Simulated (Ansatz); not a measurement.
# Sr4GaSi3: the cost of one run

Computed with Ansatz 0.2.0 (DFT PBEsol, scalar-relativistic, plane waves, PAW, unless a step's input says otherwise).

**1. The system as given**

The structure is orthorhombic, space group Pmm2 (No. 25). Conventional cell: a = 4.148 Å, b = 4.788 Å, c = 11.507 Å, α = 90.00°, β = 90.00°, γ = 90.00°. Sr (site symmetry mm2) has 6 Si at 3.28 to 3.30 Å and 1 Ga at 3.48 Å and 2 Sr at 3.76 Å as nearest neighbours. Sr (site symmetry mm2) is surrounded by 5 Si at 3.28 to 3.41 Å and 2 Ga at 3.35 Å. Sr (site symmetry mm2) is surrounded by 4 Ga at 3.29 Å and 3 Si at 3.37 to 3.45 Å. Sr (site symmetry mm2) has 7 Si at 3.28 to 3.40 Å and 2 Sr at 3.76 Å as nearest neighbours. Ga (site symmetry mm2) has 2 Si at 2.55 Å as nearest neighbours. Si (site symmetry mm2) has 2 Si at 2.51 Å and 7 Sr at 3.28 to 3.41 Å as nearest neighbours. Si (site symmetry mm2) is surrounded by 2 Si at 2.51 Å and 7 Sr at 3.28 to 3.45 Å. Si (site symmetry mm2) is surrounded by 2 Ga at 2.55 Å and 7 Sr at 3.28 to 3.40 Å.

Coordinates:

```xyz
8
Lattice="4.1476 0.0000 0.0000 0.0000 4.7882 0.0000 0.0000 0.0000 11.5075" Properties=species:S:1:pos:R:3 pbc="T T T"
Sr    0.0000    0.0000    4.2004
Sr    0.0000    2.3941    9.8806
Sr    2.0738    2.3941    1.6127
Sr    2.0738    0.0000    7.3417
Ga    0.0000    0.0000    0.7198
Si    0.0000    2.3941    6.4717
Si    2.0738    2.3941    5.0594
Si    2.0738    0.0000   10.7436
```

The structure comes from the Materials Project (structure only).

**2. Reference: the cell as listed**

The input, input.yaml:

```yaml
crystal:
  lattice:
    - [4.14757447, 0.0, 0.0]
    - [0.0, 4.7881752, 0.0]
    - [0.0, 0.0, 11.50746343]
  atoms:
    - { symbol: Sr, position: [0.0, 0.0, 0.36501438] }
    - { symbol: Sr, position: [0.0, 0.5, 0.85862497] }
    - { symbol: Sr, position: [0.5, 0.5, 0.14013972] }
    - { symbol: Sr, position: [0.5, 0.0, 0.63799843] }
    - { symbol: Ga, position: [0.0, 0.0, 0.0625549] }
    - { symbol: Si, position: [0.0, 0.5, 0.56238807] }
    - { symbol: Si, position: [0.5, 0.5, 0.43965979] }
    - { symbol: Si, position: [0.5, 0.0, 0.93361672] }
basis:
  ecutwfc: 420
kpoints:
  mp_grid: { grid: [8, 8, 4] }
hamiltonian:
  xc: pbesol
scf:
  occupations: { method: gaussian, width: 0.1 }
output:
  forces: true
  stress: true
  eigenvalues: true
  populations: true
  write_density: true
  write_potential: true
  elf: true
  volumetric_format: npy
```

Run with:

```console
> ansatz run input.yaml --threads 1 --pin off --max-ram 2560MiB --backend cpu --events-out ev --progress --plain --runs-dir out
```

Q: Estimate wall time and peak memory on 1 thread of Arm Neoverse V2, shared host.

About 80 s, with a peak of 0.72 GiB.
